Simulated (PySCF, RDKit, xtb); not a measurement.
# Solving Si2NH6F, step by step

Task: start from the formula Si2NH6F, draw up candidate structures, narrow them down in stages, and characterise the one that lies lowest at 200 K.

The funnel: GFN2-xTB relaxations, single points with a density functional, relaxations at PBE0-D3(BJ)/def2-SVP, harmonic vibrations (at GFN2-xTB), and a last energy at a higher level. All values are calculated.

1 further run of the same task is left out (set aside as unsound or not needed).

## Step 1: Candidates

All bonding patterns within simple valence rules are listed by program: one Lewis structure each, at most two rings and one unusual centre or charged pair. O–O, O–halogen and N–halogen bonds and N–N–N chains are not drawn. That gives 8 candidates.

| label | SMILES | spin |
| --- | --- | --- |
| c073 | N[SiH2][SiH2]F | singlet |
| c135 | F[SiH-][NH2+][SiH3] | singlet |
| c202 | N[Si@H](F)[SiH3] | singlet |
| c236 | F[SiH2]N[SiH3] | singlet |
| c481 | F[SiH2][NH2+][SiH2-] | singlet |
| c555 | [NH3+][Si-](F)[SiH3] | singlet |
| c602 | [NH3+][Si@H-](F)=[SiH2] | singlet |
| c702 | [NH3+][SiH-][SiH2]F | singlet |

Candidates are built by distance geometry, with a force field where one applies, in up to four conformers (letters a to d). 6 starts with atoms placed at random are added, to find patterns that the rules miss.

Q: Predict the outcome of this search (final energies at CCSD(T)/def2-SVP + MP2/def2-TZVPP - MP2/def2-SVP).

| quantity | value |
| --- | --- |
| lowest structure found | F[SiH2]N[SiH3], singlet |
| next finalist | N[Si@H](F)[SiH3], singlet, 15.9 kcal/mol higher in G |
| share at equilibrium, among the finalists | 100.0 % |
| lowest excitation (TD-B3LYP/def2-SVPD) | 6.44 eV (f = 0.007) |
| strongest of the states computed, same level | 7.96 eV (f = 0.048) |
| lowest triplet excitation, same level, Tamm-Dancoff | 6.11 eV |

The search ends on `F[SiH2]N[SiH3]`. Among the finalists first place is clear (15.9 kcal/mol); structures outside the list aren't covered. With 4 minima in the window unscreened, the next finalist need not be the second lowest, and margin and share hold for the finalists alone. GFN2-xTB, HF/STO-3G, r2SCAN-D4/def2-SVP, PBE0-D3(BJ)/def2-SVP, HF/def2-SVP and MP2/def2-SVP already put its bonding pattern lowest among the structures in one piece. 4 minima inside the window were never screened. The search is not exhaustive (a finite list of starts, one conformer a finalist), so a lower isomer can't be ruled out. Patterns outside the rules of the enumeration were met only by chance.
